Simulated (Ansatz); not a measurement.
Debugging a comparison of norm-conserving and PAW potentials of ZnSn₃, space group Fm-3m (Ansatz 0.2.0 through its Python package).

`nc_paw_znsn3.py`
```python
import logging
import sys

import ansatz as az
import numpy as np

logging.basicConfig(stream=sys.stdout, format='%(levelname)s:%(name)s:%(message)s')
logger = logging.getLogger('run')
logger.setLevel(logging.INFO)

FUNCTIONAL = 'pbesol'
SMEARING = 'Fermi-Dirac'
SIGMA = 0.05
KGRID = (6, 6, 6)


def count_gap(report):
    # lowest empty less highest filled band, counting bands; zero where they overlap
    return max(report.get('gap_by_band_count_ev') or 0.0, 0.0)


def main() -> None:
    crystal = (
        az.Lattice.of((0.0, 3.700694, 3.700694), (3.700694, 0.0, 3.700694), (3.700694, 3.700694, 0.0))
        .atom('Zn', (0.0, 0.0, 0.0))
        .atom('Sn', (0.25, 0.25, 0.25))
        .atom('Sn', (0.75, 0.75, 0.75))
        .atom('Sn', (0.5, 0.5, 0.5))
    )

    job = (
        crystal.calculation()
        .functional(FUNCTIONAL)
        .occupations(SMEARING, width=SIGMA)
        .kpoints(*KGRID, center='gamma')
        .stress()
        .forces()
        .band_table()
    )
    variants = {
        'PAW': job.pseudopotentials('paw', azcp={'folder': 'soft_1'}),
        'norm-conserving': job.pseudopotentials('nc'),
    }
    rows = []
    for label, variant in variants.items():
        summary = variant.run(threads=1, backend='cpu').report()
        levels = np.array(summary['eigenvalues_ev'][0]) - summary['fermi_energy_ev']
        print(label, 'levels at the first k-point near E_F:', np.round(levels[np.abs(levels) < 5], 3))
        rows.append((label, summary['n_electrons'], np.trace(summary['stress_gpa']) / 3, count_gap(summary)))
    logger.info('     treatment  electrons in bands           P GPa  gap by band count eV')
    for row in rows:
        logger.info(f'{str(row[0]):>14s}  {row[1]:18.1f}  {row[2]:14.3f}  {row[3]:20.3f}')


if __name__ == '__main__':
    main()
```

Running `python nc_paw_znsn3.py` prints:
```text
DeckWarning: basis.ecutwfc = 420 eV, auto-derived from the records' recommended cutoffs: set by Zn (normal level)
DeckWarning: soft_1/Zn.paw.azcp: the record states the generating functional pbe (its physics header spells it `PBE`), which answers neither for hamiltonian.xc's functional nor for the pbesol family's — results may be inconsistent (PPs are generated against a specific XC)
DeckWarning: soft_1/Sn.paw.azcp: the record states the generating functional pbe (its physics header spells it `PBE`), which answers neither for hamiltonian.xc's functional nor for the pbesol family's — results may be inconsistent (PPs are generated against a specific XC)
Traceback (most recent call last):
  File "nc_paw_znsn3.py", line 56, in <module>
    main()
    ~~~~^^
  File "nc_paw_znsn3.py", line 46, in main
    summary = variant.run(threads=1, backend='cpu').report()
TypeError: 'dict' object is not callable
```
(Warnings from the package without file and line.)

What is wrong, and how is it mended?

The fault: report is a dict, not a method. The correction:

```diff
--- before
+++ after
@@ -45,3 +45,3 @@
     for label, variant in variants.items():
-        summary = variant.run(threads=1, backend='cpu').report()
+        summary = variant.run(threads=1, backend='cpu').report
         levels = np.array(summary['eigenvalues_ev'][0]) - summary['fermi_energy_ev']
```

The mended script runs so:

Output of `python nc_paw_znsn3.py`:
```text
DeckWarning: basis.ecutwfc = 420 eV, auto-derived from the records' recommended cutoffs: set by Zn (normal level)
DeckWarning: soft_1/Zn.paw.azcp: the record states the generating functional pbe (its physics header spells it `PBE`), which answers neither for hamiltonian.xc's functional nor for the pbesol family's — results may be inconsistent (PPs are generated against a specific XC)
DeckWarning: soft_1/Sn.paw.azcp: the record states the generating functional pbe (its physics header spells it `PBE`), which answers neither for hamiltonian.xc's functional nor for the pbesol family's — results may be inconsistent (PPs are generated against a specific XC)
PAW levels at the first k-point near E_F: [-4.948 -3.709 -1.218 -1.218 -1.218 -1.05  -1.05  -1.05  -0.014  0.729
  0.729  0.729]
DeckWarning: basis.ecutwfc = 1142.878222 eV, auto-derived from the records' recommended cutoffs: set by Zn (normal level)
norm-conserving levels at the first k-point near E_F: [-4.95  -3.712 -1.217 -1.217 -1.217 -1.048 -1.048 -1.048 -0.016  0.731
  0.731  0.731  4.438]
INFO:run:     treatment  electrons in bands           P GPa  gap by band count eV
INFO:run:           PAW                54.0          -2.804                 0.000
INFO:run:norm-conserving                62.0          -2.847                 0.000
```
(Warnings from the package without file and line.)

Caveats:
- The computed bands are complete only to about 0.7 eV above the Fermi level.
- For a metal this k-point mesh is coarse: on a finer one energies can move by several to tens of meV an atom and pressures by half a GPa or more, differences at one mesh by less.
- A gap by band count of zero or less means overlapping bands, a metal.
- The PAW files read here were made with PBE, not with each functional that runs on them.
- This cell is a computed structure, which may not be the phase found in nature.
- Gaps and levels are Kohn-Sham values on a finite set of k-points, without spin-orbit coupling.
- Stress is positive in compression.
- Processor time in the engine: 11 s on 1 thread of Intel(R) Xeon(R) Processor @ 2.30GHz (shared host), peak memory 0.78 GiB.
